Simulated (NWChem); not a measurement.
**GaHOF (SMILES [OH][Ga][F]): UPBE0/6-31G(d) (spherical functions)**

What is the vertical ionisation energy of GaHOF at UPBE0/6-31G* (spherical functions)? 

Program for the calculation: NWChem 7.3.0.

2 further runs of the same task are left out: 1 that didn't finish, 1 set aside as unsound or not needed.

### 1 Starting point

The species is GaHOF (4 atoms), meant as a doublet with charge 0. As SMILES, `[OH][Ga][F]`. The shape is that of a PBE0-D4/def2-TZVP optimisation.

Bond lengths: O1–Ga2 1.795 Å, Ga2–F3 1.759 Å, O1–H4 0.961 Å. Angles: O1–Ga2–F3 114.7°, Ga2–O1–H4 113.8°.

### 2 The energy at UPBE0/6-31G(d) (spherical functions)

job.xyz reads:

```xyz
4

O     -0.928500     0.061200    -0.333300
Ga     0.802400     0.214300     0.117400
F      1.450100    -1.148000     1.023000
H     -1.268400     0.812300    -0.827400
```

job.nw reads:

```
echo
start job
memory total 2200 mb
charge 0

geometry units angstroms noautosym nocenter noautoz
  load format xyz job.xyz
end

basis spherical bse
  O library 6-31G*
  Ga library 6-31G*
  F library 6-31G*
  H library 6-31G*
end

dft
  xc pbe0
  mult 2
  grid xfine
  convergence energy 1e-08
  maxiter 100
  mulliken
  noprint "final vectors analysis"
end

task dft energy
```

Command:

```sh
$ nwchem job.nw > job.out
```

Output:

```text
[...]
          Wavefunction type:  spin polarized.
          No. of atoms     :     4
          No. of electrons :    49
[...]
          Charge           :     0
          Spin multiplicity:     2
[...]
          AO basis - number of functions:    62
[...]
              XC Information
              --------------
                         PBE0 Method XC Functional
                     Hartree-Fock (Exact) Exchange  0.250
          PerdewBurkeErnzerhof Exchange Functional  0.750
            Perdew 1991 LDA Correlation Functional  1.000 local
           PerdewBurkeErnz. Correlation Functional  1.000 non-local
[...]
 d= 0,ls=0.0,diis     1  -2099.7064113213 -2.28D+03  1.53D-02  2.48D-01     2.2
[...]
 d= 0,ls=0.0,diis    12  -2099.8364382356 -1.45D-09  3.91D-07  2.07D-10    21.3
[...]
         Total DFT energy =    -2099.836438235595
      One electron energy =    -3290.826975556782
           Coulomb energy =     1102.726001230169
    Exchange-Corr. energy =      -94.104344633875
 Nuclear repulsion energy =      182.368880724892
[...]
      Total Density - Mulliken Population Analysis
     ---------------------------------------------
    Atom       Charge   Shell Charges
 -----------   ------   -------------------------------------------------------
    1 O    8     8.70   2.00  0.91  2.86  0.98  1.93  0.02
    2 Ga  31    30.32   2.00  2.00  6.00  2.00  5.99  1.13  0.85  0.12  0.09  6.83  2.94  0.37
    3 F    9     9.43   2.00  0.93  3.27  1.05  2.18  0.01
    4 H    1     0.56   0.47  0.09
[...]
      <S2> =      0.7535 (Exact =     0.7500)
[...]
```

Run time: 22 s. Hardware: 1 thread of Intel Xeon Platinum 8488C (Sapphire Rapids), shared host; peak memory 0.12 GiB.

### 3 The singlet cation, same level

fgaho.nw reads:

```
start fgaho
title "FGaHO"
memory 2200 mb
charge 1
geometry units angstroms noautosym nocenter noautoz
 O       -0.928500       0.061200      -0.333300
 Ga       0.802400       0.214300       0.117400
 F        1.450100      -1.148000       1.023000
 H       -1.268400       0.812300      -0.827400
end
basis spherical bse
 * library 6-31G*
end
dft
 xc pbe0
 grid xfine
 convergence energy 1e-08
 maxiter 100
 mulliken
 noprint "final vectors analysis"
end
task dft energy
```

Command:

```sh
$ nwchem fgaho.nw > fgaho.out
```

Output:

```text
[...]
          Wavefunction type:  closed shell.
          No. of atoms     :     4
          No. of electrons :    48
[...]
          Charge           :     1
          Spin multiplicity:     1
[...]
          AO basis - number of functions:    62
[...]
              XC Information
              --------------
                         PBE0 Method XC Functional
                     Hartree-Fock (Exact) Exchange  0.250
          PerdewBurkeErnzerhof Exchange Functional  0.750
            Perdew 1991 LDA Correlation Functional  1.000 local
           PerdewBurkeErnz. Correlation Functional  1.000 non-local
[...]
 d= 0,ls=0.0,diis     1  -2099.0674269882 -2.28D+03  3.93D-02  7.37D+00     1.7
[...]
 d= 0,ls=0.0,diis    12  -2099.4875110636 -7.86D-09  1.00D-06  2.12D-09    14.9
         Total DFT energy =    -2099.487511063600
      One electron energy =    -3275.744985911414
           Coulomb energy =     1087.633935576247
    Exchange-Corr. energy =      -93.745341453325
 Nuclear repulsion energy =      182.368880724892
[...]
      Total Density - Mulliken Population Analysis
     ---------------------------------------------
    Atom       Charge   Shell Charges
 -----------   ------   -------------------------------------------------------
    1 O    8     8.52   2.00  0.94  2.82  0.97  1.78  0.02
    2 Ga  31    29.70   2.00  2.00  6.00  2.00  5.99  0.94  0.69 -0.07  0.02  6.85  2.94  0.34
    3 F    9     9.29   2.00  0.95  3.23  1.04  2.06  0.01
    4 H    1     0.49   0.45  0.04
[...]
```

Wall time 16 s (1 thread of Intel Xeon Platinum 8488C (Sapphire Rapids), shared host); peak memory 0.12 GiB.

### 4 What came out

At UPBE0/6-31G* (spherical functions):

| quantity | value |
| --- | --- |
| doublet GaHOF: total energy | -2099.83644 Eh |
| doublet GaHOF: dipole moment | 3.28 D |
| doublet GaHOF: ⟨S²⟩ | 0.753 |
| singlet cation: total energy | -2099.48751 Eh |
| vertical ionisation energy (to the singlet cation) | 9.495 eV |

What this shows: The vertical ionisation energy comes to 9.49 eV (916 kJ/mol). Only the singlet of the ionised species was computed; a triplet could lie lower.
